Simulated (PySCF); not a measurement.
**MoSe₂: structure of the triplet**

The task is one start of a wider search on MoSe₂: the triplet, from a bent start. It is relaxed, tested by its Hessian and followed downhill if it is a saddle.

Method: PBE0, basis Mo def2-SVP with ECP28, Se def2-SVP, scalar-relativistic core potentials, no spin–orbit coupling, density fitting; program: PySCF 2.14.0.

### 1 Where the work starts

3 atoms, charge 0, spin multiplicity 3.

Bond lengths: Mo1–Se2 2.280 Å, Mo1–Se3 2.280 Å. Angles: Se2–Mo1–Se3 110.0°.

Z-matrix (Å, degrees; charge 0 multiplicity 3):
```
Mo
Se 1 2.2801
Se 1 2.2801 2 110.00
```

### 2 Bent start, triplet: relaxation

One driver script runs all steps and calls PySCF; scf.py shows how it sets up the SCF of each step. The optimiser is the driver's own. Before each start the driver seeks the lowest SCF state from one or more starting densities and follows internal instabilities, so scf.py alone need not reach the same state.

The program finds C2v symmetry in the start, which this walk keeps. The walk stops when the largest gradient is under 0.0003 Eh/bohr and the energy has settled too.

Contents of scf.py:

```python
from pyscf import gto, scf, dft
mol = gto.M(atom='''
Mo     0.000000     0.000000    -0.811015
Se     1.867700    -0.000000     0.496785
Se    -1.867700     0.000000     0.496785''',
    basis={'Mo': 'def2-SVP', 'Se': 'def2-SVP'},
    ecp={'Mo': 'def2-SVP'},
    charge=0, spin=2)
mf = dft.UKS(mol, xc='PBE0')
mf.grids.atom_grid = (50, 194)
aux = {'Mo': 'def2-universal-JKFIT', 'Se': 'def2-universal-JKFIT'}
mf = mf.density_fit(auxbasis=aux)
mf.kernel()
```

After this run come: Frequencies.

Before running it: what results should come out? Wanted: minimum; geometry; wavenumbers; dipole moment; highest occupied, lowest empty level; polar-tensor charge of Mo1; zero-point energy; atomisation energy; ⟨S²⟩.

As calculated:

```
                                          quantity                                value
                                           minimum                         triplet, C2v
                                          geometry  Mo–Se 2.241 Å (×2); Se–Mo–Se 114.2°
                                wavenumbers (cm⁻¹)         104 (a1), 356 (a1), 398 (b2)
                                     dipole moment                               3.39 D
highest occupied, lowest empty level (either spin)                      -6.27, -3.93 eV
                        polar-tensor charge of Mo1                              +0.84 e
                                 zero-point energy                           5.1 kJ/mol
                               entropy at 298.15 K                      325.0 J/(mol K)
         atomisation energy (no zero-point energy)                           676 kJ/mol
                                              ⟨S²⟩                                2.140
```

**Reading.** The molecule stays C2v, as typed, and the end point is a minimum. The strongest infrared band lies at 398 cm⁻¹ (b2, stretch). Most of the spin sits on Mo1 (Mulliken spin 2.61, against 2 for the whole molecule). Only this shape and spin were tried, so other structures or states may lie lower. One determinant may miss the lowest occupation of an open d or f shell.
